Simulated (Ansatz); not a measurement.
# FH4IN2Zr: ionisation energy by level of theory

The task here is to estimate one member of a computed series from the others.

Computed with Ansatz 0.2.0, Gaussian basis. Level: unrestricted cation, the program's frozen cores in correlated methods.

Plan: UKS PBE-D4/def2-TZVPP; UKS r2SCAN-D4/def2-TZVPP; UKS PBE0-D4/def2-TZVPP; UKS B3LYP-D4/def2-TZVPP; UKS wB97X-V/def2-TZVPP; UKS wB97M-V/def2-TZVPP; UKS B2PLYP/def2-TZVPP; UHF-CCSD(T)/def2-TZVPP; then −ε(HOMO) from the neutral's earlier runs with LDA (SPW92), PBE-D4, revPBE-D4, BLYP-D4, r2SCAN-D4, B97M-V, PBE0-D4, B3LYP-D4, r2SCANh-D4, r2SCAN0-D4, HSE06-D4, BHLYP-D4, CAM-B3LYP-D4, LC-ωPBE, ωB97X-V, ωB97M-V.

**Structure used throughout**

The geometry comes from an earlier relaxation with PBE0-D4 in a triple-zeta def2 set; it is a stationary point, not always the lowest conformer. Zr, I take the def2 core potential; no spin-orbit term is included.

SMILES `[NH2][Zr]([NH2])([F])[I]`, 9 atoms, charge 0, spin multiplicity 1.

Atoms are counted from 1 here; the program's logs count them from 0.

Bond lengths: N1–Zr2 2.009 Å, N1–H6 1.012 Å, N1–H7 1.012 Å, Zr2–N3 2.014 Å, Zr2–F4 1.904 Å, Zr2–I5 2.757 Å, N3–H8 1.010 Å, N3–H9 1.012 Å. Angles: Zr2–N1–H6 126.6°, Zr2–N1–H7 124.2°, H6–N1–H7 108.8°, N1–Zr2–N3 106.5°, N1–Zr2–F4 111.3°, N1–Zr2–I5 109.5°, N3–Zr2–F4 109.5°, N3–Zr2–I5 108.2°, F4–Zr2–I5 111.7°, Zr2–N3–H8 127.0°, Zr2–N3–H9 124.2°, H8–N3–H9 108.9°.

Set-up of the first run:

Input file in.yaml:

```yaml
crystal:
  periodic: [false, false, false]
  atoms:
    - {symbol: N, position_ang: [0.857896, 1.462047, -0.194860]}
    - {symbol: Zr, position_ang: [-0.197809, -0.197801, -0.604370]}
    - {symbol: N, position_ang: [-0.246847, -1.277990, 1.094509]}
    - {symbol: F, position_ang: [0.627238, -1.218314, -1.983621]}
    - {symbol: I, position_ang: [-2.784264, 0.496189, -1.258789]}
    - {symbol: H, position_ang: [1.760597, 1.712901, -0.576340]}
    - {symbol: H, position_ang: [0.511197, 2.235289, 0.359084]}
    - {symbol: H, position_ang: [0.062883, -0.984284, 2.010179]}
    - {symbol: H, position_ang: [-0.590882, -2.228038, 1.154218]}
basis:
  gaussian: {orbitals: def2-TZVPP}
total_charge: 1
magnetization: {spin_polarized: true, initial_magnetization: 1}
hamiltonian: {xc: pbe, dispersion: d4}
```

Launch:

```sh
> ansatz run in.yaml --threads 2 --pin off --events-out ev --progress --plain --max-ram 32768MiB --backend cpu
```

Steps of the session up to this table: Cation, UKS PBE-D4/def2-TZVPP; Cation, UKS r2SCAN-D4/def2-TZVPP; Cation, UKS PBE0-D4/def2-TZVPP; Cation, UKS B3LYP-D4/def2-TZVPP; Cation, UKS wB97X-V/def2-TZVPP; Cation, UKS wB97M-V/def2-TZVPP; Cation, UKS B2PLYP (frozen core)/def2-TZVPP; Cation, UHF-CCSD(T)/def2-TZVPP.

One table of the session follows, with a row left open; its other results are not shown here.

Orbital estimates, from the neutral's runs:

| functional | −ε(HOMO) (eV) |
| --- | --- |
| LDA (SPW92) | 6.26 |
| PBE-D4 | 6.08 |
| revPBE-D4 | 6.02 |
| BLYP-D4 | 5.92 |
| r2SCAN-D4 | ? |
| B97M-V | 6.37 |
| PBE0-D4 | 7.26 |
| B3LYP-D4 | 7.02 |
| r2SCANh-D4 | 6.82 |
| r2SCAN0-D4 | 7.47 |
| HSE06-D4 | 6.87 |
| BHLYP-D4 | 8.26 |
| CAM-B3LYP-D4 | 8.50 |
| LC-ωPBE | 9.82 |
| ωB97X-V | 9.48 |
| ωB97M-V | 9.37 |

**Question.** Estimate the row for r2SCAN-D4.

Worked estimate for «−ε(HOMO) (eV)». Against the share of exact exchange, r2SCANh-D4 (0.1, 6.82), r2SCAN0-D4 (0.25, 7.47) give a slope of 4.33 per unit share; at 0 the line stands at 6.39.

**Answer.** −ε(HOMO) (eV): 6.38. In «−ε(HOMO) (eV)» the line misses by +0.01.
